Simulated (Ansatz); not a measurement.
# Cd2SnO3: what a guessed cell relaxes into, part 1 of 2

Aim: relax a trial structure of Cd2SnO3 and see where it ends.

Method: DFT PBE, scalar-relativistic, plane waves, PAW, in Ansatz 0.2.0.

## (1) The system as given

The structure is tetragonal, space group P4/mmm (No. 123). Conventional cell: a = 3.400 Å, b = 3.400 Å, c = 10.766 Å, α = 90.00°, β = 90.00°, γ = 90.00°. Cd (site symmetry 4mm) has 8 O at 2.92 to 3.00 Å as nearest neighbours. Around Sn (site symmetry 4/mmm) lie 8 O at 3.08 Å and 4 Sn at 3.40 Å. Around O (site symmetry 4mm) lie 4 Cd at 2.92 Å and 4 Sn at 3.08 Å. O (site symmetry 4/mmm) has 8 Cd at 3.00 Å as nearest neighbours.

Structure file:

```cif
data_structure
_symmetry_space_group_name_H-M 'P4/mmm'
_symmetry_Int_Tables_number 123
_cell_length_a 3.3999
_cell_length_b 3.3999
_cell_length_c 10.7657
_cell_angle_alpha 90.000
_cell_angle_beta 90.000
_cell_angle_gamma 90.000
_cell_volume 124.44
loop_
_atom_site_label
_atom_site_type_symbol
_atom_site_symmetry_multiplicity
_atom_site_Wyckoff_symbol
_atom_site_fract_x
_atom_site_fract_y
_atom_site_fract_z
_atom_site_occupancy
Cd1 Cd 2 g 0.00000 0.00000 0.33344 1
Sn1 Sn 1 a 0.00000 0.00000 0.00000 1
O1 O 2 h 0.50000 0.50000 0.17872 1
O2 O 1 d 0.50000 0.50000 0.50000 1
```

A structure generator made this guess: species swapped into a database cell of Pr3MgAl2 (P4/mmm, No. 123), with O on the Pr sites, Sn on the Mg sites and Cd on the Al sites. The dimensions are guesses.

## (2) The guess as it stands, on a coarse mesh

Input file input.yaml:

```yaml
crystal:
  lattice:
    - [3.39985615, 0.0, 0.0]
    - [0.0, 3.39985615, 0.0]
    - [0.0, 0.0, 10.76569109]
  atoms:
    - { symbol: Cd, position: [0.0, 0.0, 0.333442] }
    - { symbol: Cd, position: [0.0, 0.0, 0.666558] }
    - { symbol: Sn, position: [0.0, 0.0, 0.0] }
    - { symbol: O, position: [0.5, 0.5, 0.17872] }
    - { symbol: O, position: [0.5, 0.5, 0.5] }
    - { symbol: O, position: [0.5, 0.5, 0.82128] }
basis:
  ecutwfc: 420
kpoints:
  mp_grid: { grid: [6, 6, 2] }
hamiltonian:
  xc: pbe
scf:
  occupations: { method: gaussian, width: 0.1 }
  lower_state_search: "off"
output:
  forces: true
  stress: true
  eigenvalues: true
```

On the command line:

```console
> ansatz run input.yaml --threads 1 --pin off --max-ram 2560MiB --backend cpu --events-out ev --progress --plain --runs-dir out
```

What it wrote (excerpt; [...] marks lines left out):

```text
[...]
SCF converged after 7 iterations
Free energy (F): -24227.555376 eV
[...]
E sigma→0 (E₀):  -24227.553483 eV
Entropy (-TS):   -0.003787 eV (-0.631 meV/atom)
Fermi energy:    6.287994 eV
[...]
--- Forces (eV/Å), atoms counted from 1 ---
  atom   1  Cd     0.00000000     0.00000000     0.13299929
  atom   2  Cd     0.00000000     0.00000000    -0.13299929
  atom   3  Sn    -0.00000000     0.00000000     0.00000000
  atom   4  O      0.00000000     0.00000000    -0.11658018
  atom   5  O      0.00000000    -0.00000000     0.00000000
  atom   6  O      0.00000000     0.00000000     0.11658018
[...]
--- Stress (GPa, compression-positive) ---
      -16.075659       0.000000       0.000000
        0.000000     -16.075659       0.000000
        0.000000       0.000000     -21.075539
  P = ⅓ Tr σ = -17.7423 GPa (-177.423 kbar)
--- Band table (eV; the first three rows and the last of 20) ---
[...]
```

It took 9.2 s on 1 thread of Intel Xeon at 2.70GHz, shared host; peak memory 0.43 GiB.

The probe gives pressure -17.7 GPa, largest force 0.13 eV/Å, gap on this mesh none (metal). A guess like this is first relaxed loosely on the coarse mesh.

## (3) Rough relaxation on the coarse mesh

Edit input.yaml of step 2 so:

```diff
@@ -25 +25,6 @@
   eigenvalues: true
+relax:
+  adjacent_minimum: "off"
+  f_tol: 0.04
+  max_steps: 70
+  cell: { stress_tol: 0.4 }
```

On the command line:

```console
> ansatz run input.yaml --threads 1 --pin off --max-ram 2560MiB --backend cpu --events-out ev --progress --plain --runs-dir out
```

What it wrote:

```text
Warning: RAYON_NUM_THREADS=1 ignored (pool sized by the plan → 1); use --threads N
Engine: ansatz 0.2.0, x86_64-unknown-linux-gnu
Pseudopotentials: kind: paw
Pseudopotential: Cd, paw, valence charge 20, recommended cutoff 420 eV (normal), Cd.paw.azcp
Pseudopotential: Sn, paw, valence charge 14, recommended cutoff 420 eV (normal), Sn.paw.azcp
Pseudopotential: O, paw, valence charge 6, recommended cutoff 420 eV (normal), O.paw.azcp
Functional definition: PBE
  parameter kappa = 0.804
  parameter beta = 0.06672455060314922
  exchange = pbe_x(kappa = kappa, mu = beta*pi^2/3)
  correlation = pbe_c(beta = beta)
Crystal: 6 atoms, lattice volume = 124.441 Å³
Basis set: ecut = 420 eV, 2407 PW (Γ), exchange–correlation on 48×48×144 points (8 copies of the dense FFT grid, shifted against one another)
Bands: 44, of which v1, the nominal top of the filled ones, is band 36 counted from 1 (35 counted from 0)
Symmetry: 16 space group operations
Space group: P4/mmm (ITA 123), of the structure as read, at distance tolerance 5.0e-5 Å
k-points: 20 of 72
Non-local potential: Cd, projectors of the file, l = 0: 3, l = 1: 2, l = 2: 2, l = 3: 1
Non-local potential: Sn, projectors of the file, l = 0: 2, l = 1: 2, l = 2: 2, l = 3: 2
Non-local potential: O, projectors of the file, l = 0: 2, l = 1: 2, l = 2: 1
PAW form: soft (Blöchl's): semilocal exchange-correlation on the pseudo side does not see the compensation charge
PAW one-centre angular grid: Cd, 590 points (default); XC on 64 Gauss nodes
PAW one-centre angular grid: Sn, 590 points (default); XC on 64 Gauss nodes
PAW one-centre angular grid: O, 110 points (default); XC on 64 Gauss nodes
Initial density: superposition of atomic densities (neutral atoms: chi_scale 0, normalization atom), corrected by the library's trained network
Initial wavefunctions: pseudopotential atomic-orbital guess
Functional: x = pbe(κ = 0.804, μ = 0.2195149727645171), c = pbe(β = 0.06672455060314922)
SCF iter   1: F=—  HF=-24227.556517 eV  |F-HF|=—  |Δ(HF+E_count)|=         —  Δρ=3.12e-3  dr2=1.80e-2  ethr=1.77e-3  ⟨swp⟩=7.7  Hψ=3381  notcnv=0  defer=2
preconditioner: auto → Resta (q_TF=auto, 2.490 Å⁻¹)  ε∞=4.8  [insulator: Δε(μ)=0.252 eV  Ē_g=12.743 eV  σ=0.100 eV  W_gap=0.85  n_scr=28 (ndim 8)  ℏωp=24.9 eV  f_vac=0.000  D(μ)=0.74/eV (n_scr^D=2)  ε∞_Penn≈4.8]
SCF iter   2: F=—  HF=-24227.555533 eV  |F-HF|=—  |Δ(HF+E_count)|=   9.84e-4  Δρ=1.35e-3  dr2=3.77e-3  ethr=2.50e-5  ⟨swp⟩=2.0  Hψ=1102  notcnv=0  defer=2
SCF iter   3: F=—  HF=-24227.555461 eV  |F-HF|=—  |Δ(HF+E_count)|=   7.26e-5  Δρ=2.31e-4  dr2=1.57e-4  ethr=5.24e-6  ⟨swp⟩=1.8  Hψ=915  notcnv=0  defer=2
SCF iter   4: F=—  HF=-24227.555485 eV  |F-HF|=—  |Δ(HF+E_count)|=   2.47e-5  Δρ=7.85e-5  dr2=8.60e-6  ethr=2.19e-7  ⟨swp⟩=2.0  Hψ=1202  notcnv=0  defer=2
SCF iter   5: F=—  HF=-24227.555376 eV  |F-HF|=—  |Δ(HF+E_count)|=   1.10e-4  Δρ=2.33e-5  dr2=6.81e-7  ethr=1.19e-8  ⟨swp⟩=2.2  Hψ=1305  notcnv=0  defer=2
SCF iter   6: F=—  HF=-24227.555376 eV  |F-HF|=—  |Δ(HF+E_count)|=   2.84e-7  Δρ=1.11e-5  dr2=1.08e-7  ethr=1.39e-10  ⟨swp⟩=9.4  Hψ=3872  notcnv=0
SCF iter   7: F=-24227.555376 eV  HF=-24227.555376 eV  |F-HF|=4.37e-11  |Δ(HF+E_count)|=   4.43e-9  Δρ=2.12e-6  dr2=6.69e-9  ethr=1.39e-10  ⟨swp⟩=4.0  Hψ=2572  notcnv=0
SCF 1 converged in 7 iterations: F = -24227.555376 eV  dr2 = 6.69e-9
relax step   1: F+E_penalty+E_count = -24227.55537620 eV  Δ(F+E_penalty+E_count) = +0.000e0 eV  max|allowed force component| = 1.330e-1 eV/Å  Δτ_max = 0.0000 Å  P = -17.742 GPa  Ω = 124.441 Å³  (7 SCF iters, dr2 threshold 1.00e-7 eV, accepted)
Crystal: 6 atoms, lattice volume = 109.791 Å³
Basis set: ecut = 420 eV, 2147 PW (Γ), exchange–correlation on 48×48×144 points (8 copies of the dense FFT grid, shifted against one another)
Initial density: handed on by an earlier stage of this run
Initial wavefunctions: those handed on with the density
iter 1 solved again at ethr=2.72e-4 eV; its pass at ethr=3.10e-3 eV (dr2=1.96e-1 eV) is discarded
SCF iter   1: F=—  HF=-24229.242637 eV  |F-HF|=—  |Δ(HF+E_count)|=         —  Δρ=7.90e-3  dr2=1.93e-1  ethr=2.72e-4  ⟨swp⟩=1.1  Hψ=3970  notcnv=0
preconditioner: auto → Resta (q_TF=auto, 2.543 Å⁻¹)  ε∞=5.0  [insulator: Δε(μ)=0.215 eV  Ē_g=13.299 eV  σ=0.100 eV  W_gap=0.74  n_scr=28 (ndim 8)  ℏωp=26.5 eV  f_vac=0.000  D(μ)=0.53/eV (n_scr^D=2)  ε∞_Penn≈5.0]
SCF iter   2: F=—  HF=-24229.222288 eV  |F-HF|=—  |Δ(HF+E_count)|=   2.03e-2  Δρ=4.45e-3  dr2=5.80e-2  ethr=2.68e-4  ⟨swp⟩=1.3  Hψ=886  notcnv=0
SCF iter   3: F=—  HF=-24229.215957 eV  |F-HF|=—  |Δ(HF+E_count)|=   6.33e-3  Δρ=6.21e-4  dr2=6.08e-4  ethr=8.05e-5  ⟨swp⟩=1.1  Hψ=1034  notcnv=0  defer=2
SCF iter   4: F=—  HF=-24229.216070 eV  |F-HF|=—  |Δ(HF+E_count)|=   1.13e-4  Δρ=3.64e-4  dr2=1.34e-4  ethr=8.44e-7  ⟨swp⟩=2.0  Hψ=1214  notcnv=0  defer=2
SCF iter   5: F=—  HF=-24229.216052 eV  |F-HF|=—  |Δ(HF+E_count)|=   1.82e-5  Δρ=1.06e-4  dr2=2.12e-5  ethr=1.87e-7  ⟨swp⟩=2.1  Hψ=1488  notcnv=0  defer=2
SCF iter   6: F=—  HF=-24229.216053 eV  |F-HF|=—  |Δ(HF+E_count)|=   5.79e-7  Δρ=2.98e-5  dr2=2.13e-6  ethr=2.94e-8  ⟨swp⟩=2.4  Hψ=1127  notcnv=0  defer=2
SCF iter   7: F=-24229.216053 eV  HF=-24229.216053 eV  |F-HF|=6.05e-8  |Δ(HF+E_count)|=  3.27e-11  Δρ=6.89e-6  dr2=8.75e-8  ethr=8.33e-10  ⟨swp⟩=9.1  Hψ=3675  notcnv=0
SCF 2 converged in 7 iterations: F = -24229.216053 eV  dr2 = 8.75e-8
relax step   2: F+E_penalty+E_count = -24229.21605264 eV  Δ(F+E_penalty+E_count) = -1.661e0 eV  max|allowed force component| = 2.233e-1 eV/Å  Δτ_max = 0.0132 Å  P = -16.765 GPa  Ω = 109.791 Å³  energy of the carried Pulay correction = +3.107e-2 eV  (7 SCF iters, dr2 threshold 6.00e-7 eV, accepted)
Crystal: 6 atoms, lattice volume = 96.171 Å³
Basis set: ecut = 420 eV, 1881 PW (Γ), exchange–correlation on 48×48×144 points (8 copies of the dense FFT grid, shifted against one another)
iter 1 solved again at ethr=1.86e-4 eV; its pass at ethr=3.10e-3 eV (dr2=1.34e-1 eV) is discarded
SCF iter   1: F=—  HF=-24230.595846 eV  |F-HF|=—  |Δ(HF+E_count)|=         —  Δρ=7.79e-3  dr2=1.33e-1  ethr=1.86e-4  ⟨swp⟩=1.4  Hψ=3942  notcnv=0
preconditioner: auto → Resta (q_TF=auto, 2.600 Å⁻¹)  ε∞=5.1  [insulator: Δε(μ)=0.251 eV  Ē_g=13.949 eV  σ=0.100 eV  W_gap=0.75  n_scr=28 (ndim 8)  ℏωp=28.3 eV  f_vac=0.000  D(μ)=0.50/eV (n_scr^D=2)  ε∞_Penn≈5.1]
SCF iter   2: F=—  HF=-24230.578185 eV  |F-HF|=—  |Δ(HF+E_count)|=   1.77e-2  Δρ=4.40e-3  dr2=4.07e-2  ethr=1.85e-4  ⟨swp⟩=1.9  Hψ=899  notcnv=0
SCF iter   3: F=—  HF=-24230.572716 eV  |F-HF|=—  |Δ(HF+E_count)|=   5.47e-3  Δρ=8.52e-4  dr2=1.45e-3  ethr=5.65e-5  ⟨swp⟩=1.6  Hψ=1137  notcnv=0
SCF iter   4: F=—  HF=-24230.572618 eV  |F-HF|=—  |Δ(HF+E_count)|=   9.74e-5  Δρ=3.37e-4  dr2=1.10e-4  ethr=2.01e-6  ⟨swp⟩=2.0  Hψ=1184  notcnv=0
SCF iter   5: F=—  HF=-24230.572638 eV  |F-HF|=—  |Δ(HF+E_count)|=   2.03e-5  Δρ=7.30e-5  dr2=8.05e-6  ethr=1.53e-7  ⟨swp⟩=2.0  Hψ=1192  notcnv=0
SCF iter   6: F=-24230.572639 eV  HF=-24230.572639 eV  |F-HF|=4.45e-9  |Δ(HF+E_count)|=   3.97e-7  Δρ=1.72e-5  dr2=2.20e-7  ethr=8.33e-10  ⟨swp⟩=7.0  Hψ=4051  notcnv=0
SCF 3 converged in 6 iterations: F = -24230.572639 eV  dr2 = 2.20e-7
relax step   3: F+E_penalty+E_count = -24230.57263881 eV  Δ(F+E_penalty+E_count) = -1.357e0 eV  max|allowed force component| = 1.542e-1 eV/Å  Δτ_max = 0.0285 Å  P = -12.779 GPa  Ω = 96.171 Å³  energy of the carried Pulay correction = +6.367e-2 eV  (6 SCF iters, dr2 threshold 6.00e-7 eV, accepted)
[... 11 lines left out ...]
relax step   4: F+E_penalty+E_count = -24231.29841574 eV  Δ(F+E_penalty+E_count) = -7.258e-1 eV  max|allowed force component| = 3.121e-1 eV/Å  Δτ_max = 0.0140 Å  P = -0.467 GPa  Ω = 81.897 Å³  energy of the carried Pulay correction = +1.025e-1 eV  (6 SCF iters, dr2 threshold 6.00e-7 eV, accepted)
[... 13 lines left out ...]
relax step   5: F+E_penalty+E_count = -24231.30817509 eV  Δ(F+E_penalty+E_count) = -9.759e-3 eV  max|allowed force component| = 1.698e-1 eV/Å  Δτ_max = 0.0156 Å  P = -0.231 GPa  Ω = 81.697 Å³  energy of the carried Pulay correction = +1.031e-1 eV  (6 SCF iters, dr2 threshold 6.00e-7 eV, accepted)
[... 13 lines left out ...]
relax step   6: F+E_penalty+E_count = -24231.31251156 eV  Δ(F+E_penalty+E_count) = -4.336e-3 eV  max|allowed force component| = 2.573e-2 eV/Å  Δτ_max = 0.0130 Å  P = -0.011 GPa  Ω = 81.562 Å³  energy of the carried Pulay correction = +1.034e-1 eV  (6 SCF iters, dr2 threshold 6.00e-7 eV, accepted)
[... 12 lines left out ...]
relax step   7: F+E_penalty+E_count = -24231.31336456 eV  Δ(F+E_penalty+E_count) = -8.530e-4 eV  max|allowed force component| = 1.364e-3 eV/Å  Δτ_max = 0.0052 Å  P = +0.003 GPa  Ω = 81.533 Å³  energy of the carried Pulay correction = +1.035e-1 eV  (6 SCF iters, dr2 threshold 6.00e-7 eV, accepted)
[... 11 lines left out ...]
relax step   8: F+E_penalty+E_count = -24231.28933167 eV  Δ(F+E_penalty+E_count) = +2.403e-2 eV  max|allowed force component| = 1.226e-3 eV/Å  Δτ_max = 0.0000 Å  P = -0.455 GPa  Ω = 81.533 Å³  stress off target by 4.60e-1 GPa  SCF on the basis re-selected at this cell (its energy is not comparable with the rows above)  (6 SCF iters)
[... 14 lines left out ...]
relax step   9: F+E_penalty+E_count = -24231.29094241 eV  Δ(F+E_penalty+E_count) = -1.611e-3 eV  max|allowed force component| = 1.084e-3 eV/Å  Δτ_max = 0.0008 Å  P = +0.084 GPa  Ω = 81.168 Å³  energy of the carried Pulay correction = +1.185e-3 eV  (6 SCF iters, dr2 threshold 5.29e-7 eV, accepted)
Basis set: ecut = 420 eV, 1523 PW (Γ), exchange–correlation on 40×40×128 points (8 copies of the dense FFT grid, shifted against one another)
iter 1 solved again at ethr=2.61e-8 eV; its pass at ethr=3.10e-3 eV (dr2=1.88e-5 eV) is discarded
SCF iter   1: F=—  HF=-24231.289495 eV  |F-HF|=—  |Δ(HF+E_count)|=         —  Δρ=4.46e-5  dr2=2.46e-7  ethr=2.61e-8  ⟨swp⟩=3.9  Hψ=5573  notcnv=0
preconditioner: auto → Resta (q_TF=auto, 2.674 Å⁻¹)  ε∞=5.3  [insulator: Δε(μ)=0.477 eV  Ē_g=14.927 eV  σ=0.100 eV  W_gap=0.75  n_scr=26 (ndim 8)  ℏωp=30.8 eV  f_vac=0.000  D(μ)=0.50/eV (n_scr^D=2)  ε∞_Penn≈5.3]
SCF iter   2: F=—  HF=-24231.289495 eV  |F-HF|=—  |Δ(HF+E_count)|=   1.48e-7  Δρ=2.11e-5  dr2=4.52e-8  ethr=3.42e-10  ⟨swp⟩=2.0  Hψ=1341  notcnv=0
iter 3 did not close the SCF: its close was put off for the readings that it lacked (scf_convergence_deferred on its scf_iter line)
SCF iter   3: F=-24231.289495 eV  HF=-24231.289495 eV  |F-HF|=2.70e-9  |Δ(HF+E_count)|=   1.08e-7  Δρ=3.65e-6  dr2=2.28e-9  ethr=6.28e-11  ⟨swp⟩=2.0  Hψ=1341  notcnv=0
iter 4 did not close the SCF: its close was put off for the readings that it lacked (scf_convergence_deferred on its scf_iter line)
SCF iter   4: F=-24231.289495 eV  HF=-24231.289495 eV  |F-HF|=0.00e0  |Δ(HF+E_count)|=   3.41e-9  Δρ=3.79e-7  dr2=5.23e-11  ethr=3.17e-12  ⟨swp⟩=2.0  Hψ=1341  notcnv=0
iter 5 did not close the SCF: its close was put off for the readings that it lacked (scf_convergence_deferred on its scf_iter line)
SCF iter   5: F=-24231.289495 eV  HF=-24231.289495 eV  |F-HF|=0.00e0  |Δ(HF+E_count)|=  7.28e-12  Δρ=6.88e-8  dr2=2.84e-12  ethr=1.00e-12  ⟨swp⟩=1.0  Hψ=880  notcnv=0
iter 6 did not close the SCF: its close was put off for the readings that it lacked (scf_convergence_deferred on its scf_iter line)
SCF iter   6: F=-24231.289495 eV  HF=-24231.289495 eV  |F-HF|=7.28e-12  |Δ(HF+E_count)|=  7.28e-12  Δρ=2.31e-8  dr2=4.34e-13  ethr=1.00e-12  ⟨swp⟩=1.0  Hψ=880  notcnv=0
SCF iter   7: F=-24231.289495 eV  HF=-24231.289495 eV  |F-HF|=3.64e-12  |Δ(HF+E_count)|=    0.00e0  Δρ=4.48e-9  dr2=1.68e-14  ethr=1.00e-12  ⟨swp⟩=1.0  Hψ=1840  notcnv=0
SCF 10 converged in 7 iterations: F = -24231.289495 eV  dr2 = 1.68e-14
relax step  10: F+E_penalty+E_count = -24231.28949477 eV  Δ(F+E_penalty+E_count) = +1.448e-3 eV  max|allowed force component| = 1.069e-3 eV/Å  Δτ_max = 0.0000 Å  P = +0.062 GPa  Ω = 81.168 Å³  stress off target by 6.48e-2 GPa  SCF on the basis re-selected at this cell (its energy is not comparable with the rows above)  (7 SCF iters)
basis re-selected at this cell: Δ(F+E_penalty+E_count) = +1.448e-3 eV, ΔP = -0.022 GPa vs the last step (what re-selecting the basis moved, of the pressure what is left beyond the Pulay correction that the steps carried, after the strain that the cell walked since its last selection, with what the two solves' SCF thresholds leave and, on support functions, any second-order correction that the steps lacked; it is no measure of the basis error at this ecutwfc). The dense FFT grid was sized anew with the basis: this SCF ran on 20×20×64 points, the steps before it on 24×24×64, so part of this shift can come from that change (see relax.cell in the input reference). This SCF's stress stands 6.48e-2 GPa from its target on what of the cell is left free (relax.cell.stress_tol is 4.00e-1 GPa) and its largest allowed force component is 1.07e-3 eV/Å (relax.f_tol is 4.00e-2 eV/Å): within both
SCF converged after 7 iterations
Free energy (F): -24231.289495 eV
Harris-Foulkes:  -24231.289495 eV  (|F-HF|=3.64e-12)
Internal energy: -24231.286998 eV  (E = F + TS)
E sigma→0 (E₀):  -24231.288246 eV
Entropy (-TS):   -0.002497 eV (-0.416 meV/atom)
Fermi energy:    12.864704 eV
--- Per-component energies (eV) ---
  E_band       = -769.140307
  E_kinetic    = 1713.578993
  E_local      = -7573.846096  (includes V_loc(G=0)·N_el)
  E_nonlocal   = 181.642036
  E_hartree    = 3634.310964
  E_xc         = -957.334826
  E_vxc        = -821.206279  (∫ρ·V_xc dr)
  E_paw        = -12773.522952  (= ΣΔE_a)
  E_vpaw       = -1537.937915  (= ΣTr[D̂ρ^β])
  E_aug_tail   = 0.007027  (compensation charges beyond the density's cutoff)
  E_ewald      = -8456.122143
  E_smearing   = -0.002497  (= −TS)
  E_closure    = 0.000000  (closes the sum)
  Σ components = -24231.289495   (vs F -24231.289495, Δ=0.00e0)
--- Forces (eV/Å), atoms counted from 1 ---
  atom   1  Cd     0.00000000     0.00000000     0.00106918
  atom   2  Cd     0.00000000     0.00000000    -0.00106918
  atom   3  Sn    -0.00000000    -0.00000000     0.00000000
  atom   4  O     -0.00000000     0.00000000    -0.00086659
  atom   5  O      0.00000000     0.00000000     0.00000000
  atom   6  O     -0.00000000     0.00000000     0.00086659
  max |Σ_I F_I| component: 2.17e-19 eV/Å
--- Stress (GPa, compression-positive) ---
        0.061304       0.000000       0.000000
        0.000000       0.061304       0.000000
        0.000000       0.000000       0.064820
  P = ⅓ Tr σ = 0.0625 GPa (0.625 kbar)
--- Band table (eV; the first three rows and the last of 20) ---
  k-point 0: bands = ["-89.0173", "-89.0158", "-50.1290", "-50.1049", "-50.0748", "-50.0748", "-50.0730", "-50.0730", "-8.7556", "-8.5387", "-8.2949", "-8.2949", "-8.2507", "-4.9061", "-4.4492", "-4.2739", "3.7440", "4.1711", "4.2454", "4.3787", "4.9099", "5.0072", "5.0072", "5.3464", "5.3464", "5.5158", "5.5421", "8.1046", "9.4329", "10.7453", "11.0472", "11.0472", "11.5701", "11.5701", "11.8871", "11.8871", "13.2942", "13.5810", "18.2510", "18.3289", "21.3840", "21.3840", "22.8459", "24.1982"]
  k-point 1: bands = ["-89.0173", "-89.0158", "-50.1290", "-50.1049", "-50.0748", "-50.0748", "-50.0730", "-50.0730", "-8.7556", "-8.5386", "-8.2950", "-8.2950", "-8.2507", "-4.7908", "-4.6877", "-4.1464", "3.7156", "4.1710", "4.2010", "4.2454", "5.0110", "5.0110", "5.1779", "5.3418", "5.3418", "5.5158", "5.5421", "8.2604", "8.8853", "11.2443", "11.2443", "11.2658", "11.2658", "11.8345", "11.8497", "11.9960", "11.9960", "14.8333", "16.2252", "21.3762", "21.3762", "21.4008", "21.5302", "22.8470"]
  k-point 2: bands = ["-89.0168", "-89.0153", "-50.1283", "-50.1042", "-50.0834", "-50.0815", "-50.0742", "-50.0724", "-8.6944", "-8.4962", "-8.3490", "-8.2910", "-8.2827", "-4.7383", "-4.3027", "-4.1801", "3.8948", "4.2962", "4.3348", "4.6389", "4.8159", "5.0549", "5.2338", "5.2761", "5.3586", "5.3688", "5.4391", "8.1897", "8.5649", "10.0971", "10.6012", "11.1570", "11.2683", "11.6376", "11.7512", "11.8905", "14.2650", "14.5937", "18.0448", "18.2195", "18.9481", "21.7152", "23.4673", "23.8339"]
  k-point 19: bands = ["-89.0134", "-89.0120", "-50.1234", "-50.1062", "-50.1062", "-50.1042", "-50.1042", "-50.0997", "-8.5975", "-8.4291", "-8.4291", "-8.3013", "-8.1355", "-3.7845", "-3.5907", "-3.3527", "4.2274", "4.2274", "4.3291", "4.7572", "4.7766", "4.7766", "4.8929", "5.4923", "5.8443", "5.8600", "8.6627", "8.6627", "8.8905", "8.8905", "10.4147", "10.6270", "10.9077", "10.9077", "11.3565", "11.6774", "14.3688", "14.3688", "14.6275", "16.2311", "18.6606", "18.9535", "18.9535", "20.0845"]
--- Relaxed structure (8 steps of the walk, 8 accepted, 2 SCFs on fresh bases) ---
  F+E_penalty+E_count = -24231.28949477 eV   max|allowed force component| = 1.069e-3 eV/Å   (the final SCF, on the basis selected at the relaxed cell)
  cell:  # Å, volume = 81.1682 Å³
    - [2.989510509931737, 1.0492283468155336e-33, 0.0]
    - [1.0492283468155336e-33, 2.989510509931737, 0.0]
    - [0.0, 0.0, 9.082087909264098]
  atoms:
    - { symbol: Cd, position: [-3.1458481755711093e-34, -3.024144787770588e-36, 0.33970183120537695] }
    - { symbol: Cd, position: [-1.7473656102996391e-34, 5.31806924873803e-35, 0.6602981687946231] }
    - { symbol: Sn, position: [4.521465255861877e-35, -3.1347842312256085e-35, -5.37114760051076e-20] }
    - { symbol: O, position: [0.5, 0.5, 0.18047881031540994] }
    - { symbol: O, position: [0.5, 0.5, 0.5] }
    - { symbol: O, position: [0.5, 0.5, 0.8195211896845901] }
```

Run time: 69 s. Hardware: 1 thread of Intel Xeon at 2.70GHz, shared host; peak memory 0.46 GiB.

The steps of the relaxation:

| step | energy from step 1 (eV/cell) | largest force component (eV/Å) | pressure (GPa) | volume (Å³) |
| --- | --- | --- | --- | --- |
| 1 | 0.0000 | 0.1330 | -17.74 | 124.44 |
| 2 | -1.6607 | 0.2233 | -16.76 | 109.79 |
| 3 | -3.0173 | 0.1542 | -12.78 | 96.17 |
| 4 | -3.7430 | 0.3121 | -0.47 | 81.90 |
| 5 | -3.7528 | 0.1698 | -0.23 | 81.70 |
| 6 | -3.7571 | 0.0257 | -0.01 | 81.56 |
| 7 | -3.7580 | 0.0014 | 0.00 | 81.53 |
| 8 | -3.7340 | 0.0012 | -0.46 | 81.53 |
| 9 | -3.7356 | 0.0011 | 0.08 | 81.17 |
| 10 | -3.7341 | 0.0011 | 0.06 | 81.17 |

Step 1 is the start. Steps 8, 10 each repeat the geometry before them on a plane-wave basis chosen anew, so the energy can jump there without any move.

|  | before | after | change |
| --- | --- | --- | --- |
| a (Å) | 3.400 | 2.990 | -12.1 % |
| b (Å) | 3.400 | 2.990 | -12.1 % |
| c (Å) | 10.766 | 9.082 | -15.6 % |
| volume (Å³/atom) | 20.74 | 13.53 | -34.8 % |
| shortest distance (Å) | 2.925 | 2.561 | -12.4 % |
| space group (0.01 Å) | P4/mmm | P4/mmm | same |

Forces and stress were held to the start's 16 operations: a distortion of lower symmetry was not tested.

(Continued in part 2 of 2.)
